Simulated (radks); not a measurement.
# Ba⁴⁷⁺ in [He] 2s2 2p4 3p1: an all-electron calculation

Aim: the levels, the sizes of the orbitals and the parts of the energy of the barium ion Ba47+.

Method: Dirac Kohn-Sham, RPBE, spin-unpolarised, spherical densities, finite nucleus; open shells are shared between the two j in proportion to 2j + 1. Code: radks (a radial shooting solver on a logarithmic mesh, Libxc functionals) version 1.

### 1 The atom as given

* element: barium (Z = 56)
* charge: +47
* electrons: 9
* configuration: [He] 2s2 2p4 3p1
* nuclear rms radius: 4.8378 fm

Outer shells as boxes (Hund's rule):

Ba⁴⁷⁺
```
[He] core
2s [↑↓]
2p [↑↓][↑ ][↑ ]
3p [↑ ][  ][  ]
```

### 2 The calculation

Input:

```text
Z 56
configuration [He] 2s2 2p4 3p1 3s0 3d0
relativity Dirac
functional rpbe,pbe
spin unpolarised
j_filling average
nucleus finite rms 4.8378 fm
c 137.035999084
```

Launch:

```
> python run_ks.py task.json out
```

This one command runs every case of the session in turn.

**Question.** What will this run give?

As calculated:

```
                        quantity                    value
                    total energy       -5527.3609 hartree
exchange-correlation share of it                   1.51 %
                            −T/E                   1.0850
          highest occupied level        3p3/2, -3646.5 eV
    most extended occupied level  3p3/2, <r> = 0.245 bohr
 radius at density 0.001 e/bohr³               0.648 bohr
    maxima of the radial density                        2
```

**Reading.** The radial density shows 2 maxima for 3 occupied principal shells; where shells overlap, one shows as a shoulder or not at all. Relativity lifts −T/E to 1.085. This is not the tabulated ground configuration, so its levels and sizes aren't those of the ground state, and no measured value stands beside it.
